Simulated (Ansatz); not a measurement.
# Si₂H₄S + NH₃: a complex and its separated parts, part 2 of 2

Ansatz 0.2.0, Gaussian basis. The steps go on from the part before.

## Step 13: CAM-B3LYP-D4/def2-TZVPP

The inputs:

parta/in.yaml

```yaml
crystal:
  periodic: [false, false, false]
  atoms:
    - {symbol: Si, position_ang: [-0.598359, -0.088950, -1.016523]}
    - {symbol: S, position_ang: [0.727332, -0.868462, -2.211450]}
    - {symbol: H, position_ang: [-1.391444, 1.122825, -1.379302]}
    - {symbol: Si, position_ang: [-1.130620, -0.913827, 1.111019]}
    - {symbol: H, position_ang: [-0.304733, -2.109812, 1.399132]}
    - {symbol: H, position_ang: [-2.578025, -1.256788, 1.141327]}
    - {symbol: H, position_ang: [-0.874144, 0.154211, 2.114736]}
basis:
  gaussian: {orbitals: def2-TZVPP}
hamiltonian: {xc: {name: CAM-B3LYP}, dispersion: d4}
```

partb/in.yaml

```yaml
crystal:
  periodic: [false, false, false]
  atoms:
    - {symbol: N, position_ang: [1.284666, 0.881286, -0.349928]}
    - {symbol: H, position_ang: [1.706369, 1.321365, -1.158498]}
    - {symbol: H, position_ang: [1.227421, 1.585352, 0.375541]}
    - {symbol: H, position_ang: [1.931537, 0.172802, -0.026052]}
basis:
  gaussian: {orbitals: def2-TZVPP}
hamiltonian: {xc: {name: CAM-B3LYP}, dispersion: d4}
```

Each run has its own folder and the same command.

Launch:

```
$ ansatz run in.yaml --threads 4 --pin off --events-out ev --progress --plain --max-ram 9574MiB
```

parta printed, shortened:

```text
Functional definition: CAM-B3LYP
  name "CAM-B3LYP"
  cite "Yanai, Tew & Handy, Chem. Phys. Lett. 393, 51 (2004) doi:10.1016/j.cplett.2004.06.011"
  cite "Iikura, Tsuneda, Yanai & Hirao, J. Chem. Phys. 115, 3540 (2001) doi:10.1063/1.1383587"
  cite "Becke, Phys. Rev. A 38, 3098 (1988) doi:10.1103/PhysRevA.38.3098"
  cite "Lee, Yang & Parr, Phys. Rev. B 37, 785 (1988) doi:10.1103/PhysRevB.37.785"
[...]
  # Exact exchange under (alpha + beta erf(omega r))/r, Becke's under what is left of 1/r.
[...]
1114 factors; their error is unknown
255 factors; integrals over basis functions are off by at most 1.7e-5 eV
[...]
mean field -26657.01767461 eV, -979.6273307662 hartree, gradient 3.6e-5 eV, S^2 0.000000; 0 other end points of the search recorded, 0 dependent functions left out
reference -26657.01780401 eV, -979.6273355218 hartree; 24, 24 occupied and 158, 158 virtual orbitals, 1114 factors
Total energy: -26657.17332924 eV, -979.6330509686 hartree
```

partb printed, shortened:

```text
[... 6 set-up lines as earlier in the session ...]
[...]
  # Exact exchange under (alpha + beta erf(omega r))/r, Becke's under what is left of 1/r.
[...]
332 factors; their error is unknown
102 factors; integrals over basis functions are off by at most 1.4e-5 eV
[...]
mean field -1539.00932185 eV, -56.5575494000 hartree, gradient 6.3e-5 eV, S^2 0.000000; 0 other end points of the search recorded, 0 dependent functions left out
reference -1539.00938994 eV, -56.5575519022 hartree; 5, 5 occupied and 68, 68 virtual orbitals, 332 factors
Total energy: -1539.01811474 eV, -56.5578725328 hartree
```

Times: 1.4 s (parta), 0.2 s (partb) on 4 threads of Arm Neoverse V2, shared host.

## Step 14: wB97X-V/def2-TZVPP

Each input of step 13 (parta, partb) changes in the same lines:

```diff
-hamiltonian: {xc: {name: CAM-B3LYP}, dispersion: d4}
+hamiltonian: {xc: {name: wB97X-V}}
```

Each run has its own folder and the same command.

Launch:

```
$ ansatz run in.yaml --threads 4 --pin off --events-out ev --progress --plain --max-ram 9574MiB
```

Output in parta, shortened:

```text
Functional definition: wB97X-V
  name "wB97X-V"
  cite "Mardirossian & Head-Gordon, Phys. Chem. Chem. Phys. 16, 9904 (2014) doi:10.1039/C3CP54374A"
[... 2 set-up lines as earlier in the session ...]
[...]
      + integral(e_c_pw_opposite_spin*poly(b97_u_opposite, cos0, cos1)) + vv10(b, c)
1109 factors; their error is unknown
233 factors; integrals over basis functions are off by at most 1.3e-5 eV
[...]
mean field -26652.32023430 eV, -979.4547030192 hartree, gradient 1.4e-5 eV, S^2 0.000000; 0 other end points of the search recorded, 0 dependent functions left out
reference -26652.32023222 eV, -979.4547029425 hartree; 24, 24 occupied and 158, 158 virtual orbitals, 1109 factors
Total energy: -26652.32023222 eV, -979.4547029425 hartree
```

Log of partb, shortened:

```text
[... 5 set-up lines as earlier in the session ...]
[...]
      + integral(e_c_pw_opposite_spin*poly(b97_u_opposite, cos0, cos1)) + vv10(b, c)
332 factors; their error is unknown
93 factors; integrals over basis functions are off by at most 8.0e-6 eV
[...]
mean field -1539.14323494 eV, -56.5624706152 hartree, gradient 1.3e-5 eV, S^2 0.000000; 0 other end points of the search recorded, 0 dependent functions left out
reference -1539.14323384 eV, -56.5624705747 hartree; 5, 5 occupied and 68, 68 virtual orbitals, 332 factors
Total energy: -1539.14323384 eV, -56.5624705747 hartree
```

They took 3.7 s (parta), 0.45 s (partb) on 4 threads of Arm Neoverse V2, shared host.

## Step 15: wB97M-V/def2-TZVPP

The same edit goes into each in.yaml of step 14 (parta, partb):

```diff
-hamiltonian: {xc: {name: wB97X-V}}
+hamiltonian: {xc: {name: wB97M-V}}
```

One command serves all of them, each in its own folder.

Launch:

```
$ ansatz run in.yaml --threads 4 --pin off --events-out ev --progress --plain --max-ram 9574MiB
```

Log of parta, shortened:

```text
Functional definition: wB97M-V
  name "wB97M-V"
  cite "Mardirossian & Head-Gordon, J. Chem. Phys. 144, 214110 (2016) doi:10.1063/1.4952647"
[... 2 set-up lines as earlier in the session ...]
  # Of w^i u^j: cxij and so on, Table III.
[...]
  gx(w, u) = 1 - cx + cx01*u + cx10*w
[...]
      + integral(e_c_pw_mod_opposite_spin*gos(b97_w_opposite, b97_u_opposite)) + vv10(b, c)
1109 factors; their error is unknown
233 factors; integrals over basis functions are off by at most 1.3e-5 eV
[...]
mean field -26654.51371769 eV, -979.5353120468 hartree, gradient 1.3e-5 eV, S^2 0.000000; 0 other end points of the search recorded, 0 dependent functions left out
reference -26654.51376837 eV, -979.5353139092 hartree; 24, 24 occupied and 158, 158 virtual orbitals, 1109 factors
Total energy: -26654.51376837 eV, -979.5353139092 hartree
```

Log of partb, shortened:

```text
[... 5 set-up lines as earlier in the session ...]
  # Of w^i u^j: cxij and so on, Table III.
[...]
  gx(w, u) = 1 - cx + cx01*u + cx10*w
[...]
      + integral(e_c_pw_mod_opposite_spin*gos(b97_w_opposite, b97_u_opposite)) + vv10(b, c)
332 factors; their error is unknown
93 factors; integrals over basis functions are off by at most 8.0e-6 eV
[...]
mean field -1538.84211049 eV, -56.5514044959 hartree, gradient 5.4e-5 eV, S^2 0.000000; 0 other end points of the search recorded, 0 dependent functions left out
reference -1538.84213736 eV, -56.5514054835 hartree; 5, 5 occupied and 68, 68 virtual orbitals, 332 factors
Total energy: -1538.84213736 eV, -56.5514054835 hartree
```

They took 4.2 s (parta), 0.45 s (partb) on 4 threads of Arm Neoverse V2, shared host.

## Step 16: B2PLYP/def2-TZVPP

The same edit goes into each in.yaml of step 15 (parta, partb):

```diff
-hamiltonian: {xc: {name: wB97M-V}}
+hamiltonian: {xc: {name: B2PLYP}}
```

The same command starts each run, in its folder.

Launch:

```
$ ansatz run in.yaml --threads 4 --pin off --events-out ev --progress --plain --max-ram 9574MiB
```

Output in parta, shortened:

```text
Functional definition: B2PLYP
  name "B2PLYP"
  cite "Grimme, J. Chem. Phys. 124, 034108 (2006) doi:10.1063/1.2148954"
[... 2 set-up lines as earlier in the session ...]
[...]
1030 factors; integrals over basis functions are off by at most 7.9e-4 eV
[...]
mean field -26642.69964010 eV, -979.1011527031 hartree, gradient 3.2e-6 eV, S^2 0.000000; 0 other end points of the search recorded, 0 dependent functions left out
15 core orbitals not correlated: weight in the atoms' cores, before any rotation towards them, 1.000 or more for the frozen orbitals, at most 0.000 for the correlated occupied ones
reference -26642.69980874 eV, -979.1011589008 hartree; 9, 9 occupied and 158, 158 virtual orbitals, 1030 factors
second order -13.97617456 eV of doubles, -0.00000000 eV of singles
Total energy: -26646.47337588 eV, -979.2398349351 hartree
```

Log of partb, shortened:

```text
[... 5 set-up lines as earlier in the session ...]
[...]
416 factors; integrals over basis functions are off by at most 1.3e-3 eV
[...]
mean field -1536.38013009 eV, -56.4609283851 hartree, gradient 8.5e-6 eV, S^2 0.000000; 0 other end points of the search recorded, 0 dependent functions left out
1 core orbitals not correlated: weight in the atoms' cores, before any rotation towards them, 1.000 or more for the frozen orbitals, at most 0.000 for the correlated occupied ones
reference -1536.38022032 eV, -56.4609317009 hartree; 4, 4 occupied and 68, 68 virtual orbitals, 416 factors
second order -7.62101135 eV of doubles, -0.00000000 eV of singles
Total energy: -1538.43789339 eV, -56.5365497913 hartree
```

Wall times: 2.2 s (parta), 0.25 s (partb) on 4 threads of Arm Neoverse V2, shared host.

## Step 17: PBE-QIDH/def2-TZVPP

Each input of step 16 (parta, partb) changes in the same lines:

```diff
-hamiltonian: {xc: {name: B2PLYP}}
+hamiltonian: {xc: {name: PBE-QIDH}}
```

The same command starts each run, in its folder.

Launch:

```
$ ansatz run in.yaml --threads 4 --pin off --events-out ev --progress --plain --max-ram 9574MiB
```

parta printed, shortened:

```text
Functional definition: PBE-QIDH
  name "PBE-QIDH"
  cite "Brémond, Sancho-García, Pérez-Jiménez & Adamo, J. Chem. Phys. 141, 031101 (2014) doi:10.1063/1.4890314"
[... 1 set-up line as earlier in the session ...]
[...]
1030 factors; integrals over basis functions are off by at most 7.9e-4 eV
[...]
mean field -26634.72555614 eV, -978.8081105227 hartree, gradient 9.7e-6 eV, S^2 0.000000; 0 other end points of the search recorded, 0 dependent functions left out
15 core orbitals not correlated: weight in the atoms' cores, before any rotation towards them, 1.000 or more for the frozen orbitals, at most 0.000 for the correlated occupied ones
reference -26634.72556908 eV, -978.8081109982 hartree; 9, 9 occupied and 158, 158 virtual orbitals, 1030 factors
second order -12.84577294 eV of doubles, -0.00000000 eV of singles
Total energy: -26639.00749339 eV, -978.9654688144 hartree
```

partb printed, shortened:

```text
[... 4 set-up lines as earlier in the session ...]
[...]
416 factors; integrals over basis functions are off by at most 1.3e-3 eV
[...]
mean field -1535.33272384 eV, -56.4224369152 hartree, gradient 2.2e-6 eV, S^2 0.000000; 0 other end points of the search recorded, 0 dependent functions left out
1 core orbitals not correlated: weight in the atoms' cores, before any rotation towards them, 1.000 or more for the frozen orbitals, at most 0.000 for the correlated occupied ones
reference -1535.33273061 eV, -56.4224371639 hartree; 4, 4 occupied and 68, 68 virtual orbitals, 416 factors
second order -7.10228260 eV of doubles, -0.00000000 eV of singles
Total energy: -1537.70015814 eV, -56.5094385211 hartree
```

Times: 2.4 s (parta), 0.3 s (partb) on 4 threads of Arm Neoverse V2, shared host.

## Step 18: RPA on PBE/def2-TZVPP

Each input of step 17 (parta, partb) changes in the same lines:

```diff
-hamiltonian: {xc: {name: PBE-QIDH}}
+hamiltonian: {xc: pbe}
+correlation: {method: rpa}
```

One command serves all of them, each in its own folder.

Launch:

```
$ ansatz run in.yaml --threads 4 --pin off --events-out ev --progress --plain --max-ram 9574MiB
```

parta printed, shortened:

```text
[... 4 set-up lines as earlier in the session ...]
[...]
1030 factors; integrals over basis functions are off by at most 7.9e-4 eV
[...]
mean field -26643.66472789 eV, -979.1366190252 hartree, gradient 2.3e-6 eV, S^2 0.000000; 0 other end points of the search recorded, 0 dependent functions left out
15 core orbitals not correlated: weight in the atoms' cores, before any rotation towards them, 1.000 or more for the frozen orbitals, at most 0.000 for the correlated occupied ones
reference -26604.87134954 eV, -977.7109886661 hartree; 9, 9 occupied and 158, 158 virtual orbitals, 1030 factors
Total energy: -26625.72280084 eV, -978.4772653679 hartree
```

Log of partb, shortened:

```text
[... 4 set-up lines as earlier in the session ...]
[...]
416 factors; integrals over basis functions are off by at most 1.3e-3 eV
[...]
mean field -1537.73150637 eV, -56.5105905473 hartree, gradient 7.3e-6 eV, S^2 0.000000; 0 other end points of the search recorded, 0 dependent functions left out
1 core orbitals not correlated: weight in the atoms' cores, before any rotation towards them, 1.000 or more for the frozen orbitals, at most 0.000 for the correlated occupied ones
reference -1529.64068725 eV, -56.2132584286 hartree; 4, 4 occupied and 68, 68 virtual orbitals, 416 factors
Total energy: -1540.11753839 eV, -56.5982756065 hartree
```

Times: 1.9 s (parta), 0.3 s (partb) on 4 threads of Arm Neoverse V2, shared host.

## Step 19: CCSD(T)/def2-TZVPP

Each input of step 18 (parta, partb) changes in the same lines:

```diff
-hamiltonian: {xc: pbe}
-correlation: {method: rpa}
+correlation: {method: ccsd_t}
```

Each run has its own folder and the same command.

Launch:

```
$ ansatz run in.yaml --threads 4 --pin off --events-out ev --progress --plain --max-ram 9574MiB
```

parta printed, shortened:

```text
Functional definition: HF
  name "HF"
  cite "Fock, Z. Phys. 61, 126 (1930) doi:10.1007/BF01340294"
[... 1 set-up line as earlier in the session ...]
[...]
1030 factors; integrals over basis functions are off by at most 7.9e-4 eV
[...]
mean field -26606.17750586 eV, -977.7589890256 hartree, gradient 9.1e-6 eV, S^2 0.000000; 0 other end points of the search recorded, 0 dependent functions left out
15 core orbitals not correlated: weight in the atoms' cores, before any rotation towards them, 1.000 or more for the frozen orbitals, at most 0.000 for the correlated occupied ones
reference -26606.17750586 eV, -977.7589890256 hartree; 9, 9 occupied and 158, 158 virtual orbitals, 1030 factors
second order -11.14060206 eV of doubles, -0.00000000 eV of singles
cycle   1  -12.00943993 eV  change   -8.7e-1 eV  update   9.8e-2
[...]
cycle  10  -12.49359212 eV  change    2.2e-5 eV  update   1.7e-5
perturbative correction -0.59520757 eV, -0.0218734747 hartree
Total energy: -26619.26630555 eV, -978.2399935423 hartree
```

Output in partb, shortened:

```text
[... 4 set-up lines as earlier in the session ...]
[...]
416 factors; integrals over basis functions are off by at most 1.3e-3 eV
[...]
mean field -1529.85252135 eV, -56.2210431883 hartree, gradient 4.0e-6 eV, S^2 0.000000; 0 other end points of the search recorded, 0 dependent functions left out
1 core orbitals not correlated: weight in the atoms' cores, before any rotation towards them, 1.000 or more for the frozen orbitals, at most 0.000 for the correlated occupied ones
reference -1529.85252135 eV, -56.2210431883 hartree; 4, 4 occupied and 68, 68 virtual orbitals, 416 factors
second order -6.38827201 eV of doubles, -0.00000000 eV of singles
cycle   1  -6.57732935 eV  change   -1.9e-1 eV  update   3.9e-2
[...]
cycle   9  -6.72921884 eV  change    3.4e-6 eV  update   2.3e-6
perturbative correction -0.20701766 eV, -0.0076077586 hartree
Total energy: -1536.78875785 eV, -56.4759451780 hartree
```

They took 13 s (parta), 0.3 s (partb) on 4 threads of Arm Neoverse V2, shared host; peak memory 1.5 GiB.

## Step 20: Vibrations of Si₂H₄S

vib-parta/in.yaml reads:

```yaml
crystal:
  periodic: [false, false, false]
  atoms:
    - {symbol: Si, position_ang: [-0.598359, -0.088950, -1.016523]}
    - {symbol: S, position_ang: [0.727332, -0.868462, -2.211450]}
    - {symbol: H, position_ang: [-1.391444, 1.122825, -1.379302]}
    - {symbol: Si, position_ang: [-1.130620, -0.913827, 1.111019]}
    - {symbol: H, position_ang: [-0.304733, -2.109812, 1.399132]}
    - {symbol: H, position_ang: [-2.578025, -1.256788, 1.141327]}
    - {symbol: H, position_ang: [-0.874144, 0.154211, 2.114736]}
basis:
  gaussian: {orbitals: def2-TZVP}
hamiltonian: {xc: pbe0, dispersion: d4}
phonons: {temperatures: {t_min: 298.15, t_max: 900, t_step: 200}}
```

Launch:

```
$ ansatz run in.yaml --threads 4 --pin off --events-out ev --progress --plain --max-ram 9574MiB
```

The log of the run, shortened:

```text
[... 5 set-up lines as earlier in the session ...]
[...]
983 factors; their error is unknown
[...]
mean field -26646.05355553 eV, -979.2244068220 hartree, gradient 2.7e-5 eV, S^2 0.000000; 0 other end points of the search recorded, 0 dependent functions left out
[...]
Atom 4 at    -0.304733    -2.109812     1.399132 Å, force    -0.000678     0.000354     0.000163 eV/Å
Atom 5 at    -2.578025    -1.256788     1.141327 Å, force     0.000996     0.000023     0.000476 eV/Å
Atom 6 at    -0.874144     0.154211     2.114736 Å, force    -0.000743    -0.002550    -0.002092 eV/Å
Dipole moment:    -0.393067     0.160092     0.456968 e Å
Vibrations: 50.98 135.77 368.03 392.21 514.38 530.81 730.44 804.20 870.05 928.92 929.28 2178.45 2216.04 2225.57 2259.02 cm⁻¹, zero-point energy 0.938198 eV
```

Wall time 35 s (4 threads of Arm Neoverse V2, shared host).

Wavenumbers and character of the modes:

| mode | wavenumber (cm⁻¹) | character |
| --- | --- | --- |
| 1 | 51 | torsion |
| 2 | 136 | bend |
| 3 | 368 | torsion with bend |
| 4 | 392 | Si–Si stretch |
| 5 | 514 | bend |
| 6 | 531 | torsion with bend |
| 7 | 730 | Si–S stretch |
| 8 | 804 | bend |
| 9 | 870 | bend |
| 10 | 929 | bend with wag or twist |
| 11 | 929 | bend with wag or twist |
| 12 | 2178 | Si–H stretch |
| 13 | 2216 | Si–H stretch |
| 14 | 2226 | Si–H stretch |
| 15 | 2259 | Si–H stretch |

Vibrational sums (real modes only):

| T (K) | entropy (J/mol/K) | heat capacity (J/mol/K) |
| --- | --- | --- |
| 298 | 49.4 | 51.1 |
| 498 | 81.4 | 73.3 |
| 698 | 108.5 | 87.1 |
| 898 | 131.7 | 96.8 |

## Step 21: Vibrations of NH₃

vib-partb/in.yaml reads:

```yaml
crystal:
  periodic: [false, false, false]
  atoms:
    - {symbol: N, position_ang: [1.284666, 0.881286, -0.349928]}
    - {symbol: H, position_ang: [1.706369, 1.321365, -1.158498]}
    - {symbol: H, position_ang: [1.227421, 1.585352, 0.375541]}
    - {symbol: H, position_ang: [1.931537, 0.172802, -0.026052]}
basis:
  gaussian: {orbitals: def2-TZVP}
hamiltonian: {xc: pbe0, dispersion: d4}
phonons: {temperatures: {t_min: 298.15, t_max: 900, t_step: 200}}
```

Launch:

```
$ ansatz run in.yaml --threads 4 --pin off --events-out ev --progress --plain --max-ram 9574MiB
```

The log of the run, shortened:

```text
[... 5 set-up lines as earlier in the session ...]
[...]
287 factors; their error is unknown
[...]
mean field -1537.79931155 eV, -56.5130823417 hartree, gradient 1.7e-5 eV, S^2 0.000000; 0 other end points of the search recorded, 0 dependent functions left out
[...]
Atom 1 at     1.706369     1.321365    -1.158498 Å, force     0.000100     0.000113    -0.000070 eV/Å
Atom 2 at     1.227421     1.585352     0.375541 Å, force     0.000089     0.000054     0.000037 eV/Å
Atom 3 at     1.931537     0.172802    -0.026052 Å, force     0.000132    -0.000049     0.000089 eV/Å
Dipole moment:     0.316361     0.136283     0.075319 e Å
Vibrations: 1030.89 1669.55 1669.55 3502.35 3631.45 3631.48 cm⁻¹, zero-point energy 0.938267 eV
```

It took 1.3 s on 4 threads of Arm Neoverse V2, shared host.

The modes, with what each moves most:

| mode | wavenumber (cm⁻¹) | character |
| --- | --- | --- |
| 1 | 1031 | bend |
| 2 | 1670 | bend |
| 3 | 1670 | bend |
| 4 | 3502 | N–H stretch |
| 5 | 3631 | N–H stretch |
| 6 | 3631 | N–H stretch |

Vibrational sums (real modes only):

| T (K) | entropy (J/mol/K) | heat capacity (J/mol/K) |
| --- | --- | --- |
| 298 | 0.4 | 1.8 |
| 498 | 2.6 | 7.4 |
| 698 | 6.0 | 13.4 |
| 898 | 10.0 | 18.8 |

## Step 22: Complex less separated parts

The complex's own energies come from single points at the same levels.

Rows are in def2-TZVPP; times add the 3 runs of a level on a shared host, so small differences are noise.

Differences are taken before rounding.

| method | rung | complex less parts (kJ/mol) | from CCSD(T) (kJ/mol) | time |
| --- | --- | --- | --- | --- |
| SPW92 | LDA | -140.6 | -34.8 | 2 s |
| PBE-D4 | GGA | -111.2 | -5.3 | 3.1 s |
| BLYP-D4 | GGA | -94.1 | +11.7 | 3.2 s |
| r2SCAN-D4 | meta-GGA | -117.4 | -11.5 | 6.8 s |
| B97M-V | meta-GGA | -112.4 | -6.6 | 15 s |
| PBE0-D4 | hybrid | -120.8 | -15.0 | 4.7 s |
| B3LYP-D4 | hybrid | -104.2 | +1.7 | 4.2 s |
| r2SCAN0-D4 | hybrid | -124.0 | -18.2 | 7.8 s |
| BHLYP-D4 | hybrid | -115.2 | -9.3 | 4.2 s |
| CAM-B3LYP-D4 | range-separated hybrid | -112.6 | -6.8 | 4.8 s |
| wB97X-V | range-separated hybrid | -119.4 | -13.5 | 12 s |
| wB97M-V | range-separated hybrid | -115.4 | -9.5 | 13 s |
| B2PLYP | double hybrid | -99.6 | +6.3 | 8 s |
| PBE-QIDH | double hybrid | -121.9 | -16.0 | 8.2 s |
| RPA on PBE | RPA | -92.3 | +13.6 | 7 s |
| Hartree-Fock | wavefunction | -97.3 | +8.6 |  |
| MP2 | wavefunction | -114.1 | -8.3 |  |
| CCSD | wavefunction | -105.8 | 0.0 |  |
| CCSD(T) | wavefunction | -105.9 | 0 | 1.9 min |

Among the levels timed on like hardware and quicker than the yardstick, those that no quicker one beats, quickest first: SPW92 (2 s, -34.8 kJ/mol); PBE-D4 (3.1 s, -5.3 kJ/mol); B3LYP-D4 (4.2 s, +1.7 kJ/mol).

B3LYP-D4 reaches 1.7 kJ/mol from the reference in 4.2 s, where CCSD(T) took 1.9 min; the quickest level in the cost chart, SPW92, takes 2 s and misses by 34.8 kJ/mol.

The complex's zero-point energy, from a separate PBE0-D4 run, is 2.033 eV.

## Step 23: Summary of results

What follows sums up all 2 parts.

| quantity | value |
| --- | --- |
| complex less parts, CCSD(T)/def2-TZVPP | -105.9 kJ/mol |
| with zero-point energy | -90.7 kJ/mol |
| largest T1 diagnostic | 0.018 |

What this shows: At CCSD(T) the complex lies 105.9 kJ/mol below its parts. Among the functionals B3LYP-D4 lands nearest to CCSD(T) (+1.7 kJ/mol) and SPW92 farthest (-34.8 kJ/mol). Mean unsigned error by rung: LDA 34.8, GGA 8.5, meta-GGA 9.0, hybrid 11.0, range-separated hybrid 9.9, double hybrid 11.1 kJ/mol. The double hybrids carry no dispersion term here, unlike the levels marked D4 or V. PBE-D4 gives a relative energy 5.3 kJ/mol too low, outside chemical accuracy (1 kcal/mol, 4.2 kJ/mol). No counterpoise was applied, and triple zeta lacks some correlation, so the CCSD(T) reference has a basis error of its own, and close matches with it are partly luck.
